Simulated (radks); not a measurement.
# Hf⁵⁹⁺ in [He] 2s2 2p5.5 3s2 3p1 3d0.5: an all-electron calculation

Wanted: eigenvalues, radial structure and energy terms of the hafnium ion Hf59+.

Method: Dirac Kohn-Sham, RPBE, spin-unpolarised, spherical densities, finite nucleus; open shells fill j = l - 1/2 first. Code: radks (a radial shooting solver on a logarithmic mesh, Libxc functionals) version 1.

## Step 1: The system

| Quantity | Value |
| --- | --- |
| element | hafnium (Z = 72) |
| charge | +59 |
| electrons | 13 |
| configuration | [He] 2s2 2p5.5 3s2 3p1 3d0.5 |
| nuclear rms radius | 5.347 fm |

## Step 2: The run

Settings of this run:

```text
Z 72
configuration [He] 2s2 2p5.5 3s2 3p1 3d0.5 4s0 4p0 4d0 4f0
relativity Dirac
functional rpbe,pbe
spin unpolarised
j_filling energy
nucleus finite rms 5.347 fm
c 137.035999084
```

Started as:

```
> python run_ks.py task.json out
```

The same process makes all the runs of this session.

Q: Predict the outcome of this run.

As calculated:

| quantity | value |
| --- | --- |
| total energy | -10987.8901 hartree |
| exchange-correlation share of it | 1.31 % |
| −T/E | 1.1528 |
| highest occupied level | 3d3/2, -5720.3 eV |
| most extended occupied level | 3s1/2, <r> = 0.190 bohr |
| radius at density 0.001 e/bohr³ | 0.548 bohr |
| maxima of the radial density | 2 |

The radial density shows 2 maxima for 3 occupied principal shells; where shells overlap, one shows as a shoulder or not at all. −T/E is 1.153: with relativity the kinetic term as defined here no longer equals −E. This is not the tabulated ground configuration, so its levels and sizes aren't those of the ground state, and no measured value stands beside it.
